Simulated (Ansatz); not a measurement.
# C₂H₆OSeSi: a ladder of functionals and wavefunction methods

The task here is to estimate one member of a computed series from the others.

Computed with Ansatz 0.2.0, Gaussian basis. Level: functionals in def2-TZVPP, the program's frozen cores in correlated methods.

The runs, in order: PBE-D4, r2SCAN-D4, PBE0-D4, B3LYP-D4, ωB97X-V, ωB97M-V, B2PLYP; CCSD(T)/def2-TZVPP; MP2/def2-QZVPP; extrapolation to the limit.

### The relaxed structure

All runs share one geometry, relaxed beforehand with PBE0-D4 in a triple-zeta def2 set.

SMILES `CC1(O)[SiH2][Se]1`, 11 atoms, charge 0, spin multiplicity 1.

Atoms are counted from 1 here; the program's logs count them from 0.

Bond lengths: C1–C2 1.501 Å, C1–H6 1.096 Å, C1–H7 1.089 Å, C1–H8 1.095 Å, C2–O3 1.373 Å, C2–Si4 1.854 Å, C2–Se5 2.115 Å, O3–H9 0.965 Å, Si4–Se5 2.221 Å, Si4–H10 1.483 Å, Si4–H11 1.480 Å. Angles: C2–C1–H6 111.1°, C2–C1–H7 111.6°, C2–C1–H8 109.1°, H6–C1–H7 107.8°, H6–C1–H8 108.2°, H7–C1–H8 109.0°, C1–C2–O3 114.5°, C1–C2–Si4 123.5°, C1–C2–Se5 111.2°, O3–C2–Si4 116.2°, O3–C2–Se5 114.2°, Si4–C2–Se5 67.7°, C2–O3–H9 109.2°, C2–Si4–Se5 61.8°, C2–Si4–H10 117.7°, C2–Si4–H11 117.7°, Se5–Si4–H10 118.6°, Se5–Si4–H11 119.6° and more.

Set-up of the first run:

Contents of in.yaml:

```yaml
crystal:
  periodic: [false, false, false]
  atoms:
    - {symbol: C, position_ang: [-1.194124, -0.184550, 0.603186]}
    - {symbol: C, position_ang: [0.211170, 0.180443, 0.220646]}
    - {symbol: O, position_ang: [0.706417, 1.289542, 0.861766]}
    - {symbol: Si, position_ang: [0.957272, -0.211951, -1.430656]}
    - {symbol: Se, position_ang: [1.487388, -1.504851, 0.295170]}
    - {symbol: H, position_ang: [-1.267027, -0.402595, 1.674551]}
    - {symbol: H, position_ang: [-1.542197, -1.062432, 0.060201]}
    - {symbol: H, position_ang: [-1.856458, 0.658285, 0.380045]}
    - {symbol: H, position_ang: [0.538582, 1.209824, 1.808322]}
    - {symbol: H, position_ang: [0.062386, -0.757858, -2.479285]}
    - {symbol: H, position_ang: [1.961890, 0.729044, -1.973346]}
basis:
  gaussian: {orbitals: def2-TZVPP}
hamiltonian: {xc: pbe, dispersion: d4}
output: {forces: true, orbitals: {seedname: orbitals}}
```

Launch:

```console
$ ansatz run in.yaml --threads 4 --pin off --events-out ev --progress --plain --max-ram 10444MiB
```

Steps of the session up to this table: PBE-D4 (GGA); r2SCAN-D4 (meta-GGA); PBE0-D4 (hybrid); B3LYP-D4 (hybrid); ωB97X-V (range-separated); ωB97M-V (range-separated); B2PLYP (double hybrid); CCSD(T) in def2-TZVPP; MP2 in def2-QZVPP.

One of the session's tables, all rows but one given; the rest of the session is left out.

| method | atomisation energy (kJ/mol) |
| --- | --- |
| PBE-D4 | 4014.3 |
| r2SCAN-D4 | 3944.6 |
| PBE0-D4 | 3933.7 |
| B3LYP-D4 | ? |
| ωB97X-V | 3931.1 |
| ωB97M-V | 3920.6 |
| B2PLYP | 3865.0 |
| HF/def2-TZVPP | 2751.6 |
| MP2/def2-TZVPP | 3886.8 |
| CCSD/def2-TZVPP | 3741.5 |
| CCSD(T)/def2-TZVPP | 3814.3 |
| MP2/CBS | 4004.1 |
| CCSD(T)/CBS | 3931.6 |

**Question.** Estimate the row for B3LYP-D4.

**Answer.** atomisation energy (kJ/mol): 3908.6. In the column «atomisation energy (kJ/mol)» it lies between MP2/def2-TZVPP (3886.8) and ωB97M-V (3920.6).

Caveats from the session: Free atoms (2 C, 1 O, 1 Si, 1 Se, 6 H) were run apart at each level; the atomisation energy is their sum less the molecule, without zero-point or spin-orbit terms.
